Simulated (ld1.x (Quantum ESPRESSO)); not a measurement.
# Pseudopotential generation for copper: PAW, LDA (PW92)

Aim: build the potential from the settings below, then test how well it stands in for the atom: other configurations, scattering, ghost states and the plane-wave cutoff that it needs.

Method: ld1.x (Quantum ESPRESSO) 7.5, LDA (PW92), scalar-relativistic.

## Step 1: Starting point

Typed settings, in words:

* element: copper (Cu, Z = 29)
* type: PAW
* frozen core: [Ar]
* valence charge: 11
* reference configuration: 3d10 4s0 4p1
* partial waves: 4s (bound, empty): rcut 1.55, rcutus 1.95 bohr; 4s channel at 4.25 Ry: rcut 1.55, rcutus 1.95 bohr; 4p (bound): rcut 2.05, rcutus 2.55 bohr; 4p channel at 0.45 Ry: rcut 2.05, rcutus 2.55 bohr; 3d (bound): rcut 0.90, rcutus 1.10 bohr; 3d channel at 0.85 Ry: rcut 0.90, rcutus 1.10 bohr
* local potential: all-electron potential smoothed inside 2.10 bohr (lloc = -1)
* core correction: a·sin(br)/r model core inside 1.00 bohr
* augmentation charge: PSQ, inside the norm-conserving radii

The nodes and maxima of the atom's own shells, from an earlier all-electron run, set the scale for the radii.

All-electron outer shells of the reference configuration (LDA (PW92), scalar-relativistic, ld1.x):

```csv
shell,level (eV),outermost node (bohr),outermost maximum (bohr)
3s,-116.25,0.29,0.61
3p,-74.15,0.26,0.62
3d,-7.41,–,0.60
4s,-6.31,0.89,2.19
4p,-1.85,0.97,3.26
```

## Step 2: The generation run

The input, Cu.in:

```
 &input
   title='Cu', zed=29., rel=1, dft='PW', iswitch=3,
   config='[Ar] 3d10 4s0 4p1',
   nld=3, rlderiv=2.75, eminld=-3.0, emaxld=5.0, deld=0.02
 /
 &inputp
   pseudotype=3, lpaw=.true., tm=.true., lloc=-1, rcloc=2.10,
   nlcc=.true., rcore=1.00,
   which_augfun='PSQ', rmatch_augfun_nc=.true.,
   file_pseudopw='Cu.UPF', file_wfcaegen='ae.wfc', file_wfcncgen='nc.wfc', file_beta='beta', file_chi='chi', file_wfcusgen='us.wfc'
 /
6
4S  1  0   0.00   0.00  1.55  1.95  0.0
4S  1  0   0.00   4.25  1.55  1.95  0.0
4P  2  1   1.00   0.00  2.05  2.55  0.0
4P  2  1   0.00   0.45  2.05  2.55  0.0
3D  3  2  10.00   0.00  0.90  1.10  0.0
3D  3  2   0.00   0.85  0.90  1.10  0.0
 &test
   configts(1)='3d10 4s0 4p1'
 /
```

On the command line:

```
$ ld1.x < Cu.in > Cu.out
```

What the program wrote to Cu.out (without the banner and most projector matrices):

```text
     Program LD1 v.7.5
     --------------------------- All-electron run ----------------------------

     Cu
     scalar relativistic calculation

     atomic number is 29.00
     dft =PW   lsd =0 sic =0 latt =0  beta=0.20 tr2=1.0E-14
     Exchange-correlation= PW
                           (   1   4   0   0   0   0   0)
     mesh =1199 r(mesh) = 100.25372 a.u. xmin = -7.00 dx = 0.01250
     1 Ry =  13.60569312 eV, c = 137.03599908

     n l     nl                  e(Ry)          e(Ha)          e(eV)
     1 0     1S 1( 2.00)      -649.3936      -324.6968     -8835.4495
     2 0     2S 1( 2.00)       -78.0805       -39.0403     -1062.3394
     2 1     2P 1( 6.00)       -67.4999       -33.7500      -918.3833
     3 0     3S 1( 2.00)        -8.5442        -4.2721      -116.2504
     3 1     3P 1( 6.00)        -5.4496        -2.7248       -74.1461
     3 2     3D 1(10.00)        -0.5443        -0.2722        -7.4061
     4 0     4S 1( 0.00)        -0.4641        -0.2320        -6.3140
     4 1     4P 1( 1.00)        -0.1362        -0.0681        -1.8525

     final scf error:  3.7E-15 reached in  27 iterations

     Etot =   -3304.213952 Ry,   -1652.106976 Ha,  -44956.121042 eV

     Ekin =    3351.960079 Ry,    1675.980039 Ha,   45605.740189 eV
     Encl =   -7957.422736 Ry,   -3978.711368 Ha, -108266.251791 eV
     Eh   =    1430.935590 Ry,     715.467795 Ha,   19468.870510 eV
     Exc  =    -129.686884 Ry,     -64.843442 Ha,   -1764.479951 eV

     normalization and overlap integrals

     s(1S/1S) =  1.000000  <r> =   0.0522  <r2> =    0.0037  r(max) =   0.0341
     s(2S/2S) =  1.000000  <r> =   0.2357  <r2> =    0.0655  r(max) =   0.1960
     s(2P/2P) =  1.000000  <r> =   0.2066  <r2> =    0.0524  r(max) =   0.1585
     s(3S/3S) =  1.000000  <r> =   0.7137  <r2> =    0.5896  r(max) =   0.6112
     s(3P/3P) =  1.000000  <r> =   0.7507  <r2> =    0.6680  r(max) =   0.6189
     s(3D/3D) =  1.000000  <r> =   1.0297  <r2> =    1.4927  r(max) =   0.6036
     s(4S/4S) =  1.000000  <r> =   2.7857  <r2> =    9.1197  r(max) =   2.1874
     s(4P/4P) =  1.000000  <r> =   4.3847  <r2> =   23.2989  r(max) =   3.2632

     ------------------------ End of All-electron run ------------------------

     --------------------- Generating PAW atomic setup --------------------

      Generating local potential from pseudized AE potential:
      Matching radius rcloc =   2.1000

      Local pseudo, rcloc= 2.081 Estimated cut-off energy=     5.62 Ry

      Computing core charge for nlcc:

       r > 1.01 : true rho core
       r < 1.01 : rho core = a sin(br)/r    a=  10.32  b=   2.58

      Integrated core pseudo-charge :   5.62
      Wfc-us  4S rcutus= 1.930  Estimated cut-off energy=    11.47 Ry
      Wfc-us  4S rcutus= 1.930  Estimated cut-off energy=    21.03 Ry
      Wfc-us  4P rcutus= 2.541  Estimated cut-off energy=    11.26 Ry
      Wfc-us  4P rcutus= 2.541  Estimated cut-off energy=    12.22 Ry
      Wfc-us  3D rcutus= 1.114  Estimated cut-off energy=    92.44 Ry
      Wfc-us  3D rcutus= 1.114  Estimated cut-off energy=   102.74 Ry

     Required augmentation: PSQ   radius:    2.550000

     Q pseudized with Bessel functions
     Expected ecutrho=     517.2446 due to l1=  2   l2=  2

     Estimated PAW energy = -207.485207 Ryd

     The PAW screened D coefficients
     0.41820     0.64332     0.00000     0.00000     0.00000     0.00000
     0.64332     1.07967     0.00000     0.00000     0.00000     0.00000
     0.00000     0.00000     0.09977     0.13572     0.00000     0.00000
     0.00000     0.00000     0.13572     0.18553     0.00000     0.00000
     0.00000     0.00000     0.00000     0.00000    -5.19429    -3.08588
     0.00000     0.00000     0.00000     0.00000    -3.08588    -1.85188

     The PAW descreened D coefficients (US)
     0.38246     0.48493     0.00000     0.00000     0.00000     0.00000
     0.48493     0.65155     0.00000     0.00000     0.00000     0.00000
     0.00000     0.00000     0.04213     0.04748     0.00000     0.00000
     0.00000     0.00000     0.04748     0.05115     0.00000     0.00000
     0.00000     0.00000     0.00000     0.00000    -3.48726    -1.89163
     0.00000     0.00000     0.00000     0.00000    -1.89163    -1.02116

     ------------------- End of pseudopotential generation -------------------

     [... the all-electron block is printed once more ...]


     Computing logarithmic derivative in   2.75653
     Computing logarithmic derivative in   2.75653
     Computing the partial wave expansion
     R is outside the sphere for l=    0 j= 0.00
     R is outside the sphere for l=    0 j= 0.00
     R is outside the sphere for l=    1 j= 0.00
     R is outside the sphere for l=    1 j= 0.00
     R is outside the sphere for l=    2 j= 0.00
     R is outside the sphere for l=    2 j= 0.00

     ---------------------- Testing the pseudopotential ----------------------

     Cu
     scalar relativistic calculation

     atomic number is 29.00   valence charge is 11.00
     dft = SLA  PW   NOGX NOGC   lsd =0 sic =0 latt =0  beta=0.20 tr2=1.0E-14
     mesh =1199 r(mesh) = 100.25372 xmin = -7.00 dx = 0.01250

     n l     nl             e AE (Ry)        e PS (Ry)    De AE-PS (Ry)
     3 2     3D   1(10.00)       -0.54434       -0.54436        0.00002
     1 0     4S   1( 0.00)       -0.46407       -0.46408        0.00001
     2 1     4P   1( 1.00)       -0.13615       -0.13616        0.00000

     eps = 8.4E-17  iter =  6

     Etot =   -3304.213952 Ry,   -1652.106976 Ha,  -44956.121042 eV
     Etotps =  -207.485213 Ry,    -103.742607 Ha,   -2822.980141 eV

     Ekin =     188.050062 Ry,      94.025031 Ha,    2558.551431 eV
     Encl =    -364.808435 Ry,    -182.404217 Ha,   -4963.471614 eV
     Ehrt =      98.960023 Ry,      49.480011 Ha,    1346.419700 eV
     Ecxc =    -129.686863 Ry,     -64.843431 Ha,   -1764.479658 eV
     (Ecc =      -8.313433 Ry,      -4.156716 Ha,    -113.110015 eV)

     ---------------------- End of pseudopotential test ----------------------
```

Wall time 2.1 s (1 thread of Neoverse-V1, shared host). (Generation and the later configuration tests together.)

All-electron and pseudo partial waves u(r) = r·R(r), from the program's wave files:

| r (bohr) | 4p AE | 4p PS |
| --- | --- | --- |
| 0.128 | 0.0931 | 0.0031 |
| 0.255 | -0.0005 | 0.0123 |
| 0.382 | -0.1112 | 0.0271 |
| 0.510 | -0.1575 | 0.0472 |
| 0.638 | -0.1458 | 0.0718 |
| 0.765 | -0.1008 | 0.0996 |
| 0.893 | -0.0403 | 0.1302 |
| 1.020 | 0.0241 | 0.1621 |
| 1.148 | 0.0876 | 0.1950 |
| 1.275 | 0.1464 | 0.2274 |
| 1.402 | 0.1998 | 0.2590 |
| 1.530 | 0.2478 | 0.2895 |
| 1.658 | 0.2901 | 0.3181 |
| 1.785 | 0.3265 | 0.3444 |
| 1.912 | 0.3580 | 0.3685 |
| 2.040 | 0.3851 | 0.3905 |
| 2.168 | 0.4079 | 0.4102 |
| 2.295 | 0.4268 | 0.4275 |
| 2.422 | 0.4423 | 0.4424 |
| 2.550 | 0.4548 | 0.4548 |
| 2.678 | 0.4646 | 0.4646 |
| 2.805 | 0.4719 | 0.4719 |
| 2.932 | 0.4770 | 0.4770 |
| 3.060 | 0.4802 | 0.4802 |
| 3.188 | 0.4817 | 0.4817 |
| 3.315 | 0.4816 | 0.4816 |

## Step 3: Transferability test

The input, Cu.test.in:

```
 &input
   title='Cu', zed=29., rel=1, dft='PW', iswitch=2,
   config='[Ar] 3d10 4s0 4p1'
 /
 &test
   file_pseudo='Cu.UPF', nconf=10,
   configts(1)='3d10 4s0 4p1',
   configts(2)='3d10 4s1 4p0',
   configts(3)='3d10 4s0 4p0',
   configts(4)='3d9 4s0 4p0',
   configts(5)='3d10 4s0.5 4p0',
   configts(6)='3d9 4s1 4p0',
   configts(7)='3d9 4s1 4p1',
   configts(8)='3d8 4s0 4p0',
   configts(9)='3d10 4s0 4p1', lsdts(9)=1,
   configts(10)='3d10 4s1 4p0', lsdts(10)=1
 /
```

On the command line:

```
$ ld1.x < Cu.test.in > Cu.test.out
```

Cu.test.out, the pseudopotential blocks, each with the warnings that came before it:

```text
     ---------------------- Testing the pseudopotential ----------------------

     Cu
     scalar relativistic calculation

     atomic number is 29.00   valence charge is 11.00
     dft =SLA  PW   NOGX NOGC   lsd =0 sic =0 latt =0  beta=0.20 tr2=1.0E-14
     mesh =1199 r(mesh) = 100.25372 xmin = -7.00 dx = 0.01250

     n l     nl             e AE (Ry)        e PS (Ry)    De AE-PS (Ry)
     3 2     3D   1(10.00)       -0.54434       -0.54436        0.00002
     1 0     4S   1( 0.00)       -0.46407       -0.46408        0.00001
     2 1     4P   1( 1.00)       -0.13615       -0.13616        0.00000

     eps = 8.9E-17  iter =  6

     Etot =   -3304.213952 Ry,   -1652.106976 Ha,  -44956.121042 eV
     Etotps =  -207.485213 Ry,    -103.742607 Ha,   -2822.980141 eV

     Ekin =     188.050062 Ry,      94.025031 Ha,    2558.551431 eV
     Encl =    -364.808435 Ry,    -182.404217 Ha,   -4963.471614 eV
     Ehrt =      98.960023 Ry,      49.480011 Ha,    1346.419700 eV
     Ecxc =    -129.686863 Ry,     -64.843431 Ha,   -1764.479658 eV
     (Ecc =      -8.313433 Ry,      -4.156716 Ha,    -113.110015 eV)

     ---------------------- End of pseudopotential test ----------------------

     ---------------------- Testing the pseudopotential ----------------------

     Cu
     [...]
     n l     nl             e AE (Ry)        e PS (Ry)    De AE-PS (Ry)
     3 2     3D   1(10.00)       -0.39130       -0.39183        0.00053
     1 0     4S   1( 1.00)       -0.35707       -0.35679       -0.00028
     2 1     4P   1( 0.00)       -0.05745       -0.05738       -0.00006

     eps = 1.1E-15  iter =  9

     Etot =   -3304.526658 Ry,   -1652.263329 Ha,  -44960.375630 eV
     Etotps =  -207.797863 Ry,    -103.898932 Ha,   -2827.233956 eV
     dEtot_ae =      -0.312706 Ry
     dEtot_ps =      -0.312650 Ry,   Delta E=      -0.000057 Ry

     [...]
     ---------------------- End of pseudopotential test ----------------------

     ---------------------- Testing the pseudopotential ----------------------

     Cu
     [...]
     n l     nl             e AE (Ry)        e PS (Ry)    De AE-PS (Ry)
     3 2     3D   1(10.00)       -1.02948       -1.02880       -0.00069
     1 0     4S   1( 0.00)       -0.89312       -0.89351        0.00038
     2 1     4P   1( 0.00)       -0.48709       -0.48737        0.00028

     eps = 1.3E-15  iter =  9

     Etot =   -3303.907250 Ry,   -1651.953625 Ha,  -44951.948146 eV
     Etotps =  -207.178396 Ry,    -103.589198 Ha,   -2818.805683 eV
     dEtot_ae =       0.306702 Ry
     dEtot_ps =       0.306817 Ry,   Delta E=      -0.000115 Ry

     [...]
     ---------------------- End of pseudopotential test ----------------------

     ---------------------- Testing the pseudopotential ----------------------

     Cu
     [...]
     n l     nl             e AE (Ry)        e PS (Ry)    De AE-PS (Ry)
     3 2     3D   1( 9.00)       -2.20390       -2.21732        0.01341  !
     1 0     4S   1( 0.00)       -1.65698       -1.65732        0.00034
     2 1     4P   1( 0.00)       -1.13058       -1.13053       -0.00006

     eps = 1.4E-15  iter = 10

     Etot =   -3302.313118 Ry,   -1651.156559 Ha,  -44930.258882 eV
     Etotps =  -205.579741 Ry,    -102.789871 Ha,   -2797.054873 eV
     dEtot_ae =       1.900834 Ry
     dEtot_ps =       1.905472 Ry,   Delta E=      -0.004638 Ry

     [...]
     ---------------------- End of pseudopotential test ----------------------

     ---------------------- Testing the pseudopotential ----------------------

     Cu
     [...]
     n l     nl             e AE (Ry)        e PS (Ry)    De AE-PS (Ry)
     3 2     3D   1(10.00)       -0.69561       -0.69558       -0.00003
     1 0     4S   1( 0.50)       -0.61662       -0.61658       -0.00004
     2 1     4P   1( 0.00)       -0.26077       -0.26076       -0.00001

     eps = 2.3E-17  iter = 10

     Etot =   -3304.284200 Ry,   -1652.142100 Ha,  -44957.076812 eV
     Etotps =  -207.555460 Ry,    -103.777730 Ha,   -2823.935892 eV
     dEtot_ae =      -0.070248 Ry
     dEtot_ps =      -0.070246 Ry,   Delta E=      -0.000001 Ry

     [...]
     ---------------------- End of pseudopotential test ----------------------

     ---------------------- Testing the pseudopotential ----------------------

     Cu
     [...]
     n l     nl             e AE (Ry)        e PS (Ry)    De AE-PS (Ry)
     3 2     3D   1( 9.00)       -1.41168       -1.42327        0.01159  !
     1 0     4S   1( 1.00)       -1.02369       -1.02308       -0.00060
     2 1     4P   1( 0.00)       -0.58057       -0.58011       -0.00046

     eps = 1.5E-15  iter =  9

     Etot =   -3303.651818 Ry,   -1651.825909 Ha,  -44948.472821 eV
     Etotps =  -206.918400 Ry,    -103.459200 Ha,   -2815.268255 eV
     dEtot_ae =       0.562134 Ry
     dEtot_ps =       0.566813 Ry,   Delta E=      -0.004679 Ry

     [...]
     ---------------------- End of pseudopotential test ----------------------

     ---------------------- Testing the pseudopotential ----------------------

     Cu
     [...]
     n l     nl             e AE (Ry)        e PS (Ry)    De AE-PS (Ry)
     3 2     3D   1( 9.00)       -0.86995       -0.88134        0.01139  !
     1 0     4S   1( 1.00)       -0.54185       -0.54124       -0.00061
     2 1     4P   1( 1.00)       -0.16592       -0.16566       -0.00026

     eps = 4.5E-15  iter =  9

     Etot =   -3304.016513 Ry,   -1652.008256 Ha,  -44953.434749 eV
     Etotps =  -207.282753 Ry,    -103.641377 Ha,   -2820.225529 eV
     dEtot_ae =       0.197439 Ry
     dEtot_ps =       0.202460 Ry,   Delta E=      -0.005021 Ry

     [...]
     ---------------------- End of pseudopotential test ----------------------

     Warning: n=3, l=2 expected 0 nodes, found 1
     ---------------------- Testing the pseudopotential ----------------------

     Cu
     [...]
     n l     nl             e AE (Ry)        e PS (Ry)    De AE-PS (Ry)
     3 2     3D   1( 8.00)       -3.61999       -3.67896        0.05897  !
     1 0     4S   1( 0.00)       -2.54454       -2.55257        0.00803  !
     2 1     4P   1( 0.00)       -1.91174       -1.91959        0.00785  !

     eps = 4.0E-16  iter =  8

     Etot =   -3299.419527 Ry,   -1649.709763 Ha,  -44890.889567 eV
     Etotps =  -202.652980 Ry,    -101.326490 Ha,   -2757.234250 eV
     dEtot_ae =       4.794425 Ry
     dEtot_ps =       4.832234 Ry,   Delta E=      -0.037809 Ry

     [...]
     ---------------------- End of pseudopotential test ----------------------

     ---------------------- Testing the pseudopotential ----------------------

     Cu
     [...]
     n l     nl             e AE (Ry)        e PS (Ry)    De AE-PS (Ry)
     3 2     3D   1( 5.00)       -0.53872       -0.53877        0.00005
     1 0     4S   1( 0.00)       -0.47749       -0.47749       -0.00001
     2 1     4P   1( 1.00)       -0.15030       -0.15031        0.00000
     3 2     3D   2( 5.00)       -0.53443       -0.53443        0.00000
     1 0     4S   2( 0.00)       -0.43413       -0.43417        0.00004
     2 1     4P   2( 0.00)       -0.10613       -0.10615        0.00002

     eps = 2.1E-15  iter = 11

     Etot =   -3304.224696 Ry,   -1652.112348 Ha,  -44956.267219 eV
     Etotps =  -207.495954 Ry,    -103.747977 Ha,   -2823.126268 eV
     dEtot_ae =      -0.010744 Ry
     dEtot_ps =      -0.010740 Ry,   Delta E=      -0.000004 Ry

     [...]
     ---------------------- End of pseudopotential test ----------------------

     ---------------------- Testing the pseudopotential ----------------------

     Cu
     [...]
     n l     nl             e AE (Ry)        e PS (Ry)    De AE-PS (Ry)
     3 2     3D   1( 5.00)       -0.39214       -0.39274        0.00060
     1 0     4S   1( 1.00)       -0.38067       -0.38037       -0.00030
     2 1     4P   1( 0.00)       -0.07233       -0.07225       -0.00007
     3 2     3D   2( 5.00)       -0.38084       -0.38132        0.00048
     1 0     4S   2( 0.00)       -0.32150       -0.32128       -0.00022
     2 1     4P   2( 0.00)       -0.03463       -0.03462       -0.00001

     eps = 8.9E-15  iter = 15

     Etot =   -3304.541259 Ry,   -1652.270630 Ha,  -44960.574283 eV
     Etotps =  -207.812444 Ry,    -103.906222 Ha,   -2827.432346 eV
     dEtot_ae =      -0.327307 Ry
     dEtot_ps =      -0.327231 Ry,   Delta E=      -0.000076 Ry

     [...]
     ---------------------- End of pseudopotential test ----------------------
```

Energies count from the reference configuration 3d10 4s0 4p1; the error is all-electron less pseudo. Spin-polarised rows fill open shells by Hund's rule and count from the unpolarised reference. A star marks tests that logged a warning.

| valence configuration | charge | ΔE all-electron (eV) | error AE − PS (meV) |
| --- | --- | --- | --- |
| 3d10 4s1 4p0 | 0 | -4.255 | -0.8 |
| 3d10 4s0 4p0 | +1 | 4.173 | -1.6 |
| 3d9 4s0 4p0 | +2 | 25.862 | -63 |
| 3d10 4s0.5 4p0 | +0.5 | -0.956 | 0.0 |
| 3d9 4s1 4p0 | +1 | 7.648 | -64 |
| 3d9 4s1 4p1 | 0 | 2.686 | -68 |
| 3d8 4s0 4p0 * | +3 | 65.231 | -514 |
| 3d10 4s0 4p1 (spin-polarised) | 0 | -0.146 | -0.1 |
| 3d10 4s1 4p0 (spin-polarised) | 0 | -4.453 | -1.0 |

## Step 4: Scattering by logarithmic derivatives

Taken from the files of the generation run. The phase is arctan(r·u′/u) with u = r·R, unwrapped, with energies in Ry. A pole is an energy at which the radial function vanishes at the test radius. The pseudo phase is shifted by a multiple of π to meet the all-electron one at the reference energy. Levels narrower than the energy grid can be missing from the poles. The last column is the largest difference on the grid between −1 and +1 Ry.

| channel | radius (bohr) | reference (Ry) | poles AE | poles PS | window around the reference with phases within 0.05 rad (Ry) | largest difference near zero (rad) |
| --- | --- | --- | --- | --- | --- | --- |
| s | 2.76 | -0.46 | 0.75 | 0.75 | the whole range | 0.000 |
| p | 2.76 | -0.14 | 1.72 | 1.71 | below 3.8 | 0.000 |
| d | 2.76 | -0.54 | -0.47, 3.51 | -0.47, 3.52 | the whole range | 0.001 |

Phases (rad) along the scan:

```csv
E (Ry),d AE,d PS,p AE,p PS
-3.00,1.368,1.368,1.345,1.345
-2.52,1.350,1.350,1.320,1.320
-2.04,1.327,1.327,1.286,1.286
-1.56,1.292,1.292,1.234,1.233
-1.08,1.224,1.224,1.143,1.143
-0.60,0.051,0.050,0.942,0.942
-0.12,-1.866,-1.866,0.287,0.287
0.36,-2.032,-2.032,-0.920,-0.920
0.84,-2.343,-2.342,-1.342,-1.342
1.32,-3.243,-3.243,-1.497,-1.497
1.80,-4.157,-4.157,-1.584,-1.584
2.28,-4.466,-4.466,-1.649,-1.650
2.76,-4.600,-4.599,-1.711,-1.715
3.24,-4.679,-4.678,-1.787,-1.800
3.72,-4.737,-4.735,-1.907,-1.951
4.20,-4.788,-4.786,-2.174,-2.398
4.68,-4.845,-4.840,-3.033,-3.786
```

## Step 5: Plane-wave convergence, by spherical Bessel functions

This step uses the generator's waves and projectors in a separate script. Basis: spherical Bessel functions vanishing at 20 bohr, q² up to the cutoff; potential fixed at the reference.

All-electron valence levels (Ry): 4s -0.4641, 4p -0.1361, 3d -0.5443. The lowest levels of each channel (Ry) by cutoff; the last column sums, over occupied levels, occupation times the distance from the level at 400 Ry. A positive value at high cutoff is not a bound level.

```csv
cutoff (Ry),s #1,p #1,d #1,f #1,Σ f·Δε (mRy)
8,-0.4622,-0.1361,0.0281,0.0885,5724.8
15,-0.4639,-0.1361,0.0276,0.0885,5719.9
21,-0.4641,-0.1362,0.0268,0.0885,5711.8
35,-0.4641,-0.1362,-0.0075,0.0885,5369.2
50,-0.4641,-0.1362,-0.4010,0.0885,1433.5
60,-0.4641,-0.1362,-0.4962,0.0885,481.6
90,-0.4641,-0.1362,-0.5431,0.0885,12.5
120,-0.4641,-0.1362,-0.5437,0.0885,7.0
160,-0.4641,-0.1362,-0.5443,0.0885,1.2
180,-0.4641,-0.1362,-0.5443,0.0885,1.0
230,-0.4641,-0.1362,-0.5444,0.0885,0.2
400,-0.4641,-0.1362,-0.5444,0.0885,0.0
```

The sum stays within 10 mRy from 120 Ry and within 1 mRy from 180 Ry. The sum leaves out empty levels, which can need more. Ghost test: no level below the all-electron spectrum of its channel (s, p, d, f tested).

## Step 6: Outcome

```
                                                quantity                                                   value
               cutoffs for 10 and 1 mRy, occupied levels                                       120 Ry and 180 Ry
                                            bound ghosts                                              none found
         largest test error (AE − PS), unpolarised tests  -514 meV, for 3d8 4s0 4p0 (this test logged a warning)
largest phase difference near zero energy, channels read                                               0.001 rad
         lowest eigenvalue of the overlap (Bessel basis)                                               0.601 (s)
               density cutoff estimated by the generator                                                  517 Ry
```

What this shows: By total energies transferability is poor: the largest error is 514 meV on 65.2 eV, for 3d8 4s0 4p0. That test lies far up in energy; among those under 40 eV, nearer to bonding, the largest error is 68 meV. It counts as hard, with 120 Ry needed at the looser tolerance. The slowest occupied level is 3d: taken alone it needs 120 Ry to come within 1 mRy, against 6 Ry or less for 4p. The Bessel-basis test finds no level below the valence levels. Near zero energy the phases of the channels with partial waves agree within 0.001 rad.
